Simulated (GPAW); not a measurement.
A run of GPAW 26.7.0:

Contents of run.py:

```python
from ase import Atoms
from ase.dft.bandgap import bandgap
from ase.io import write
from ase.units import GPa
from ase.parallel import parprint
from gpaw import GPAW, PW

atoms = Atoms(['Ba', 'Ba', 'V', 'V', 'V', 'Tl', 'Tl', 'Tl', 'Tl', 'Tl', 'O', 'O', 'O', 'O', 'O', 'O', 'O', 'O', 'O', 'O', 'O', 'O'],
              cell=[[8.1542142777, 0.0, 0.0],
                    [-4.0771071389, 7.0617567124, 0.0],
                    [0.0, 0.0, 6.92128]],
              scaled_positions=[[0.0, 0.0, 0.23552],
                                [0.0, 0.0, 0.76448],
                                [0.5, 0.0, 0.0],
                                [0.0, 0.5, 0.0],
                                [0.5, 0.5, 0.0],
                                [0.5, 0.0, 0.5],
                                [0.0, 0.5, 0.5],
                                [0.5, 0.5, 0.5],
                                [0.3333333333, 0.6666666667, 0.22489],
                                [0.6666666667, 0.3333333333, 0.77511],
                                [0.3389, 0.34334, 0.81444],
                                [0.65666, 0.99556, 0.81444],
                                [0.00444, 0.6611, 0.81444],
                                [0.34334, 0.3389, 0.18556],
                                [0.99556, 0.65666, 0.18556],
                                [0.6611, 0.00444, 0.18556],
                                [0.6611, 0.65666, 0.18556],
                                [0.34334, 0.00444, 0.18556],
                                [0.99556, 0.3389, 0.18556],
                                [0.65666, 0.6611, 0.81444],
                                [0.00444, 0.34334, 0.81444],
                                [0.3389, 0.99556, 0.81444]],
              pbc=True)
atoms.set_initial_magnetic_moments([0.0, 0.0, 3.5, 3.5, 3.5, 0.0, 0.0, 0.0, 0.0, 0.0, 0.0, 0.0, 0.0, 0.0, 0.0, 0.0, 0.0, 0.0, 0.0, 0.0, 0.0, 0.0])

calc = GPAW(mode=PW(800),
            xc='PBE',
            kpts={'size': (3, 3, 3), 'gamma': True},
            occupations={'name': 'fermi-dirac', 'width': 0.05},
            nbands=153,
            convergence={'density': 1e-05, 'energy': 1e-05},
            maxiter=150,
            txt='gpaw.txt')
atoms.calc = calc
energy = atoms.get_potential_energy()
forces = atoms.get_forces()
stress = atoms.get_stress()
calc.write('gs.gpw')
write('result.traj', atoms)
parprint(f'Energy: {energy:.6f} eV')
parprint('Forces (eV/A):')
parprint(forces.round(4))
parprint('Stress (GPa):', (stress / GPa).round(3))
parprint('Moments:', calc.get_magnetic_moments().round(3))
parprint('Fermi level:', round(calc.get_fermi_level(), 4), 'eV')
parprint(f'Gap: {bandgap(calc)[0]:.4f} eV, direct: {bandgap(calc, direct=True)[0]:.4f} eV')
```

Potentials or basis: GPAW PAW data sets (gpaw-data 1.2.1), pw.

Run with:

```console
$ OMP_NUM_THREADS=1 mpirun -n 8 gpaw python run.py
```

Hardware: 8 MPI ranks on AMD EPYC 7R43 64-Core Processor (Zen 3) (shared host).

Problem. Estimate the wall time of this run.

Solution. Wall time 5.9 min on 8 MPI ranks on AMD EPYC 7R43 64-Core Processor (Zen 3) (shared host), peak memory 0.85 GiB a rank. Counts: scf iterations 19, plane waves 20490, bands 153, k points 7.
